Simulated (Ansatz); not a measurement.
This script for a relaxation followed by a look at the electronic structure of CsHgCl3, space group Pm-3m with Ansatz 0.2.0, Python API holds a mistake.

`pipeline_cshgcl3.py`:
```python
"""From the given cell of CsHgCl3 to a relaxed cell, its gap and its density of states."""

from dataclasses import dataclass

import ansatz as az
import numpy as np


@dataclass(frozen=True)
class RunConfig:
    xc: str = "r2scan"
    vdw: str = "d3bjatm"
    smearing: str = "Fixed"
    tolerance: float = 1e-07


settings = RunConfig()


def count_gap(report):
    # lowest empty less highest filled band, counting bands; zero where they overlap
    return max(report.get("gap_by_band_count_ev") or 0.0, 0.0)


def configured(crystal, spacing):
    return (
        crystal.calculation()
        .functional(settings.xc, dispersion=settings.vdw)
        .pseudopotentials("paw")
        .basis(20 * az.Ha)
        .occupations(settings.smearing)
        .scf(tolerance=settings.tolerance)
        .kpoints(spacing=spacing)
    )

structure = (
    az.Lattice.of([5.44, 0.0, 0.0], [0.0, 5.44, 0.0], [0.0, 0.0, 5.44])
    .atom("Cs", [0.0, 0.0, 0.0])
    .atom("Hg", [0.5, 0.5, 0.5])
    .atom("Cl", [0.0, 0.5, 0.5])
    .atom("Cl", [0.5, 0.0, 0.5])
    .atom("Cl", [0.5, 0.5, 0.0])
)

relaxed = configured(structure, 0.45).relax(cell=True, force_tolerance=0.01, max_steps=40).checkpoint(write="relax.run", compress=False).run(threads=1)
cell = np.asarray(relaxed.lattice.cell_ang)
print("relaxed edges (A):", np.linalg.norm(cell, axis=1).round(4), " volume:", round(abs(np.linalg.det(cell)), 3), "A^3")
for site in relaxed.lattice.sites:
    print(" ", site.symbol, np.round(site.position_frac, 4) + 0.0)

final = az.Crystal.from_checkpoint("relax.run")
res = configured(final, 0.34).functional("pbesol").stress().band_table().density_of_states(energy_step=0.05).run(threads=1)
summary = res.report
dos = res.density_of_states()
print(f"pressure at the relaxed cell {np.trace(summary['stress_gpa']) / 3:.3f} GPa, gap by band count {count_gap(summary):.3f} eV")
if count_gap(summary) == 0:
    print("states/eV at the Fermi level:", round(float(np.interp(dos.fermi_ev, dos.energies_ev, dos.spin_summed_g_bin_mean_per_ev)), 3))
```

```console
$ python pipeline_cshgcl3.py
DeckWarning: relax.cell: scf.convergence.dr2_threshold = 1e-7 eV (the SCF's general default) is looser than the 5e-10 eV advised for a relaxation that steers and ends on the stress (1e-10 eV for each atom of the cell: 5). What an SCF threshold leaves in a stress goes as its square root, and in the free energy as the threshold itself, and one threshold admits the most on a small cell: of the crystals measured, under no hybrid functional and no lock of the moments, on runs that ended without the [...]
relaxed edges (A): [5.3034 5.3034 5.3034]  volume: 149.167 A^3
  Cs [0. 0. 0.]
  Hg [0.5 0.5 0.5]
  Cl [0.  0.5 0.5]
  Cl [0.5 0.  0.5]
  Cl [0.5 0.5 0. ]
DeckWarning: crystal.checkpoint: the structure is that of relax.run, a `relax` run, at its step 4: its result, under r2scan at a charge of 0 e; 5 atoms read, 0 with a starting moment [...]
DeckWarning: output.stress: scf.convergence.dr2_threshold = 1e-7 eV (the SCF's general default) is looser than the 5e-10 eV advised for a printed stress (1e-10 eV for each atom of the cell: 5). What an SCF threshold leaves in a stress goes as its square root, and in the free energy as the threshold itself, and one threshold admits the most on a small cell: of the crystals measured, under no hybrid functional and no lock of the moments, on runs that ended without the residual-converged pass, on [...]
RunWarning: iter 1: σ=0 fill of 25 bands saw a band overlap (occupied 4.3894 eV > unoccupied 3.6236 eV) — on an unconverged iterate often a transient of an unconverged empty band; one that stands at the close is told there (band_overlap_at_count); if the run fails to converge, the spectrum is likely genuinely metallic at σ=0 — use a smearing of finite width or the tetrahedron method (which not every kind of run takes: see the entry of scf.occupations.method in the input reference), with at [...]
RunWarning: the bands overlap at the fill by count (25 filled at each k-point of a channel): the highest filled level, 4.283986 eV at k-index 9, stands 0.7027 eV over the lowest empty one, 3.581325 eV at k-index 0, so that a fill of the lowest levels lies lower and no gap is reported. A metal, or a carrier in a host's bands, wants a smearing of finite width or the tetrahedron method (`scf.occupations.method`). A defect's level that its images broaden is meant whole, and this fill is then the right one; a shifted mesh or single k-points narrow the overlap
pressure at the relaxed cell -1.637 GPa, gap by band count 0.000 eV
states/eV at the Fermi level: 0.168
```
(Warnings from the package without file and line, shortened.)

The script ran to its end, but the result can't be trusted. Why?

The fault: fixed occupations, though the bands overlap at this level of theory. The change:

```diff
--- before
+++ after
@@ -12,3 +12,4 @@
     vdw: str = "d3bjatm"
-    smearing: str = "Fixed"
+    smearing: str = "fermi_dirac"
+    smearing_width: float = 0.05
     tolerance: float = 1e-07
@@ -30,3 +31,3 @@
         .basis(20 * az.Ha)
-        .occupations(settings.smearing)
+        .occupations(settings.smearing, width=settings.smearing_width)
         .scf(tolerance=settings.tolerance)
```

The mended script runs so:

```console
$ python pipeline_cshgcl3.py
DeckWarning: relax.cell: scf.convergence.dr2_threshold = 1e-7 eV (the SCF's general default) is looser than the 5e-10 eV advised for a relaxation that steers and ends on the stress (1e-10 eV for each atom of the cell: 5). What an SCF threshold leaves in a stress goes as its square root, and in the free energy as the threshold itself, and one threshold admits the most on a small cell: of the crystals measured, under no hybrid functional and no lock of the moments, on runs that ended without the [...]
relaxed edges (A): [5.3036 5.3036 5.3036]  volume: 149.18 A^3
  Cs [0. 0. 0.]
  Hg [0.5 0.5 0.5]
  Cl [0.  0.5 0.5]
  Cl [0.5 0.  0.5]
  Cl [0.5 0.5 0. ]
DeckWarning: crystal.checkpoint: the structure is that of relax.run, a `relax` run, at its step 4: its result, under r2scan at a charge of 0 e; 5 atoms read, 0 with a starting moment [...]
DeckWarning: output.stress: scf.convergence.dr2_threshold = 1e-7 eV (the SCF's general default) is looser than the 5e-10 eV advised for a printed stress (1e-10 eV for each atom of the cell: 5). What an SCF threshold leaves in a stress goes as its square root, and in the free energy as the threshold itself, and one threshold admits the most on a small cell: of the crystals measured, under no hybrid functional and no lock of the moments, on runs that ended without the residual-converged pass, on [...]
pressure at the relaxed cell -1.659 GPa, gap by band count 0.000 eV
states/eV at the Fermi level: 0.031
```
(Warnings from the package without file and line, shortened.)

Notes:
- Dispersion corrections can be off by several per cent in the lattices of metals, and by several GPa in the pressure at a fixed cell.
- Only differences from the Fermi energy are physical; the zero of the scale is a convention.
- A gap by band count of zero or less means overlapping bands, a metal.
- The structure is a deposited one; some such entries were measured under pressure or heat, so a shift against it needn't be the functional's error alone.
- Levels are Kohn-Sham eigenvalues on this mesh, without spin-orbit coupling.
- Where the second run takes another functional or mesh than the relaxation, its pressure isn't zero; pressure is positive in compression.
- The computed bands are complete only to about 6.6 eV above the Fermi level; beyond that the density of states is undercounted.
- Run time: 32 s on 1 thread of Arm Neoverse V1, with other jobs on the host, peak memory 0.85 GiB.

(Lines on the test bed's own set-up are left out of the output.)
